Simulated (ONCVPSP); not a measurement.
# Ti: the cost of one run

Method: ONCVPSP 4.0.1.1 (patched build), LDA (Perdew-Wang 92), scalar-relativistic.

## Step 1: Starting point

Typed settings, in words:

```
element                 : titanium (Ti, Z = 22)
type                    : optimised norm-conserving Vanderbilt (ONCV)
frozen core             : [Ne]
valence charge          : 12
reference configuration : 3s2 3p6 3d3 4s1
partial waves           : 3s+4s: rc 1.35 bohr, ncon 4, nbas 8, qcut 7.9 1/bohr, 2 projectors; 3p: rc 1.55 bohr, ncon 4, nbas 8, qcut 10.4 1/bohr, 1 projector; 3d: rc 1.30 bohr, ncon 4, nbas 8, qcut 7.4 1/bohr, 2 projectors, debl 3.5 Ha
local potential         : polynomial inside 1.00 bohr (lpopt 5, dvloc0 6 Ha)
core correction         : polynomial model core, fcfact 0.4
```

The nodes and maxima of the atom's own shells, from an earlier all-electron run, set the scale for the radii.

All-electron outer shells of the reference configuration (LDA (PZ), scalar-relativistic, ld1.x):

```
shell  level (eV)  outermost node (bohr)  outermost maximum (bohr)
   2p     -440.24                      –                      0.22
   3s      -58.94                   0.40                      0.87
   3p      -35.61                   0.37                      0.90
   4s       -3.88                   1.26                      3.03
   3d       -2.09                      –                      1.01
   4p       -1.19                   1.42                      4.14
```

## Step 2: Generation

Input file Ti.dat:

```
# ATOM AND REFERENCE CONFIGURATION
# atsym  z   nc   nv     iexc    psfile
  Ti 22.00    3    4  -001012      upf
#
#   n    l    f
    1    0    2.00
    2    0    2.00
    2    1    6.00
    3    0    2.00
    3    1    6.00
    3    2    3.00
    4    0    1.00
#
# PSEUDOPOTENTIAL AND OPTIMIZATION
# lmax
    2
#
#   l,   rc,      ep,       ncon, nbas, qcut
    0    1.35    0.00    4    8    7.90
    1    1.55    0.00    4    8   10.40
    2    1.30    0.00    4    8    7.40
#
# LOCAL POTENTIAL
# lloc, lpopt,  rc(5),   dvloc0
    4    5    1.00    6.00
#
# VANDERBILT-KLEINMAN-BYLANDER PROJECTORs
# l, nproj, debl
    0    2    1.60
    1    1    1.30
    2    2    3.50
#
# MODEL CORE CHARGE
# icmod, fcfact, rcfact
    1    0.40    0.00
#
# LOG DERIVATIVE ANALYSIS
# epsh1, epsh2, depsh
   -4.00    5.00    0.02
#
# OUTPUT GRID
# rlmax, drl
    6.00    0.01
#
# TEST CONFIGURATIONS
# ncnf
    4
# nvcnf
#   n    l    f
    4
    3    0    2.00
    3    1    6.00
    3    2    2.00
    4    0    2.00
#
    4
    3    0    2.00
    3    1    6.00
    3    2    2.00
    4    0    1.00
#
    4
    3    0    2.00
    3    1    6.00
    3    2    2.00
    4    0    0.00
#
    4
    3    0    2.00
    3    1    6.00
    3    2    0.00
    4    0    0.00
#
```

The run is started by

```sh
oncvpsp.x < Ti.dat > Ti.out
```

**Question.** How long does this run take on 1 thread of Neoverse-N1, shared host?

About 4.1 s.
